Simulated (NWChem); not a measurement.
**the pair SiH2Cl2···N2O, step by step**

We compute the energy (singlet SiN2H2Cl2O, MP2/cc-pVDZ), then the energy (singlet SiH2Cl2, MP2/cc-pVDZ), then the energy (singlet N2O, MP2/cc-pVDZ), then a single-point energy (singlet SiH2Cl2, MP2/cc-pVDZ), then a single-point energy (singlet N2O, MP2/cc-pVDZ) of Cl2H2N2OSi and its partners. 

Program for the calculation: NWChem 7.3.0.

### 1 Starting point

The species is SiN2H2Cl2O (8 atoms), meant as a singlet with charge 0. The two molecules were placed rigidly side by side, at 0.9 times their contact distance; the pair isn't optimised.

Bond lengths: Cl1–Si2 2.040 Å, Si2–Cl3 2.040 Å, N6–N7 1.118 Å, N7–O8 1.174 Å, Si2–H4 1.476 Å, Si2–H5 1.476 Å. Angles: Cl1–Si2–Cl3 110.1°, N6–N7–O8 180.0°, Cl1–Si2–H4 108.5°, Cl1–Si2–H5 108.5°, Cl3–Si2–H4 108.5°, Cl3–Si2–H5 108.5°, H4–Si2–H5 112.7°.

### 2 The energy at MP2/cc-pVDZ (run 1)

Input file a.nw:

```
start a
memory stack 880 mb heap 220 mb global 1100 mb
charge 0

geometry units au noautosym nocenter noautoz
   Cl -1.97684250 -0.71548811  3.05678318
   Si  0.23961727 -0.10756321 -0.03896615
   Cl -1.52916638  2.28955438 -2.48635046
   H   0.64628633 -2.54625477 -1.32832629
   H   2.62010527  1.07975171  0.79685971
   N  -3.76822728 -4.27497623 -2.52714964
   N  -3.44024641 -3.04089059 -4.21080113
   O  -3.09565485 -1.74501090 -5.97916905
end

basis spherical bse
   * library cc-pVDZ
end

scf
   thresh 1e-08
   maxiter 80
   noprint "final vectors analysis"
end

mp2
   freeze core 18
   tight
end

task mp2
```

On the command line:

```
$ nwchem a.nw > a.out
```

Output:

```text
[...]
  functions       =   106
[...]
  wavefunction    = RHF
[...]
         Total SCF energy =  -1392.887546218003
      One-electron energy =  -2752.347159747211
      Two-electron energy =    943.210757908203
 Nuclear repulsion energy =    416.248855621005
        Time for solution =    100.3s
[...]
          Total MP2 energy         -1393.782691598011
[...]
```

Run time: 2 min. Hardware: 1 thread of Intel Xeon Platinum 8488C (Sapphire Rapids), shared host; peak memory 0.36 GiB.

### 3 SiH2Cl2: the energy at MP2/cc-pVDZ (run 2)

Input file m1.nw:

```
START m1
TITLE "Cl2H2Si"
memory stack 880 mb heap 220 mb global 1100 mb

GEOMETRY noautosym nocenter noautoz
   Cl   -1.046100   -0.378620    1.617580
   Si    0.126800   -0.056920   -0.020620
   Cl   -0.809200    1.211580   -1.315720
   H     0.342000   -1.347420   -0.702920
   H     1.386500    0.571380    0.421680
END

BASIS "ao basis" spherical bse
   * library cc-pVDZ
END

SCF
   thresh 1e-08
   maxiter 80
   noprint "final vectors analysis"
END

MP2
   freeze core 15
   tight
END

TASK mp2 energy
```

On the command line:

```
$ nwchem m1.nw > m1.out
```

Output:

```text
[...]
  functions       =    64
[...]
  wavefunction    = RHF
[...]
         Total SCF energy =  -1209.200407816868
      One-electron energy =  -2055.094914700588
      Two-electron energy =    653.931071991423
 Nuclear repulsion energy =    191.963434892297
        Time for solution =     37.4s
[...]
          Total MP2 energy         -1209.565628996520
[...]
```

Run time: 45 s. Hardware: 1 thread of Intel Xeon Platinum 8488C (Sapphire Rapids), shared host; peak memory 0.13 GiB.

### 4 N2O: a single-point energy at MP2/cc-pVDZ (run 3)

Input file job.nw:

```
start job
title "N2O mp2"
memory stack 880 mb heap 220 mb global 1100 mb

geometry noautosym nocenter noautoz
  N       -1.994060      -2.262220      -1.337310
  N       -1.820500      -1.609170      -2.228260
  O       -1.638150      -0.923420      -3.164040
end

basis spherical bse
  * library cc-pVDZ
end

scf
  singlet
  rhf
  thresh 1e-08
  maxiter 80
  print low
end

mp2
  freeze core 3
  tight
end

task mp2 energy
```

On the command line:

```
$ nwchem job.nw > job.out
```

Output:

```text
[...]
  functions       =    42
[...]
  wavefunction    = RHF
[...]
         Total SCF energy =   -183.697935712553
      One-electron energy =   -371.543410327962
      Two-electron energy =    126.497457336119
 Nuclear repulsion energy =     61.348017279290
        Time for solution =      2.8s
[...]
          Total MP2 energy          -184.219956369580
[...]
```

It took 3.9 s on 1 thread of Intel Xeon Platinum 8488C (Sapphire Rapids), shared host; peak memory 0.11 GiB.

### 5 SiH2Cl2 among ghost functions: a single-point energy at MP2/cc-pVDZ (with ghost functions) (run 4)

Input file mol.nw:

```
start mol
title "Cl2H2Si"
memory stack 880 mb heap 220 mb global 1100 mb

geometry units angstrom noautosym nocenter noautoz
  Cl   -1.046100   -0.378620    1.617580
  Si    0.126800   -0.056920   -0.020620
  Cl   -0.809200    1.211580   -1.315720
  H     0.342000   -1.347420   -0.702920
  H     1.386500    0.571380    0.421680
  bqN     -1.994060    -2.262220    -1.337310
  bqN     -1.820500    -1.609170    -2.228260
  bqO     -1.638150    -0.923420    -3.164040
end

basis spherical bse
  Cl library cc-pVDZ
  Si library cc-pVDZ
  H library cc-pVDZ
  bqN library N cc-pVDZ
  bqO library O cc-pVDZ
end

scf
  nopen 0
  rhf
  thresh 1e-08
  maxiter 80
  noprint "final vectors analysis"
end

mp2
  freeze core 15
  tight
end

task mp2 energy
```

On the command line:

```
$ nwchem mol.nw > mol.out
```

Output:

```text
[...]
  functions       =   106
[...]
  wavefunction    = RHF
[...]
         Total SCF energy =  -1209.200878239983
      One-electron energy =  -2055.083231044737
      Two-electron energy =    653.918917912457
 Nuclear repulsion energy =    191.963434892297
        Time for solution =     81.0s
[...]
          Total MP2 energy         -1209.566886967108
[...]
```

Run time: 98 s. Hardware: 1 thread of Intel Xeon Platinum 8488C (Sapphire Rapids), shared host; peak memory 0.27 GiB.

### 6 N2O among ghost functions: the energy at MP2/cc-pVDZ (with ghost functions) (run 5)

Input file n2o.nw:

```
start n2o
title "N2O mp2"
memory stack 880 mb heap 220 mb global 1100 mb
charge 0

geometry units au noautosym nocenter noautoz
N     -3.76822728    -4.27497623    -2.52714964
N     -3.44024641    -3.04089059    -4.21080113
O     -3.09565485    -1.74501090    -5.97916905
bqCl    -1.976842    -0.715488     3.056783
bqSi     0.239617    -0.107563    -0.038966
bqCl    -1.529166     2.289554    -2.486350
bqH      0.646286    -2.546255    -1.328326
bqH      2.620105     1.079752     0.796860
end

basis spherical bse
N library cc-pVDZ
O library cc-pVDZ
bqCl library Cl cc-pVDZ
bqSi library Si cc-pVDZ
bqH library H cc-pVDZ
end

scf
thresh 1e-08
maxiter 80
noprint "final vectors analysis"
end

mp2
freeze core 3
tight
end

task mp2 energy
```

On the command line:

```
$ nwchem n2o.nw > n2o.out
```

Output:

```text
[...]
  functions       =   106
[...]
  wavefunction    = RHF
[...]
         Total SCF energy =   -183.699588056707
      One-electron energy =   -371.507142310484
      Two-electron energy =    126.459541428908
 Nuclear repulsion energy =     61.348012824868
        Time for solution =     87.5s
[...]
          Total MP2 energy          -184.222810635625
[...]
```

It took 1.7 min on 1 thread of Intel Xeon Platinum 8488C (Sapphire Rapids), shared host; peak memory 0.26 GiB.

### 7 Outcome

| quantity | value |
| --- | --- |
| run 1, MP2/cc-pVDZ: total energy | -1393.78269 Eh |
| run 1, MP2/cc-pVDZ: correlation energy (18 core orbitals frozen) | -895.1 mEh |
| SiH2Cl2: total energy | -1209.56563 Eh |
| SiH2Cl2: correlation energy (15 core orbitals frozen) | -365.2 mEh |
| N2O: total energy | -184.21996 Eh |
| N2O: correlation energy (3 core orbitals frozen) | -522.0 mEh |
| SiH2Cl2 among ghost functions: total energy | -1209.56689 Eh |
| SiH2Cl2 among ghost functions: correlation energy (15 core orbitals frozen) | -366.0 mEh |
| N2O among ghost functions: total energy | -184.22281 Eh |
| N2O among ghost functions: correlation energy (3 core orbitals frozen) | -523.2 mEh |
| interaction energy of the rigid parts SiH2Cl2 and N2O (parts in their own basis; closest atoms 2.59 Å apart) | 0.079 eV |
| interaction energy of the rigid parts SiH2Cl2 and N2O (parts in the whole basis, counterpoise; closest atoms 2.59 Å apart) | 0.191 eV |

What this shows: The interaction energy of the rigid parts SiH2Cl2 and N2O (parts in their own basis; closest atoms 2.59 Å apart) is 0.08 eV (1.8 kcal/mol): the parts repel at this shape. Without counterpoise this holds the superposition error of the basis. The interaction energy of the rigid parts SiH2Cl2 and N2O (parts in the whole basis, counterpoise; closest atoms 2.59 Å apart) is 0.19 eV (4.4 kcal/mol): the parts repel at this shape. The basis-set superposition error is 10.8 kJ/mol. Mulliken charges (run 1, MP2/cc-pVDZ) run from -0.36 on O8 to +0.68 on Si2. Mulliken charges (SiH2Cl2) run from -0.27 on Cl1 to +0.71 on Si2.
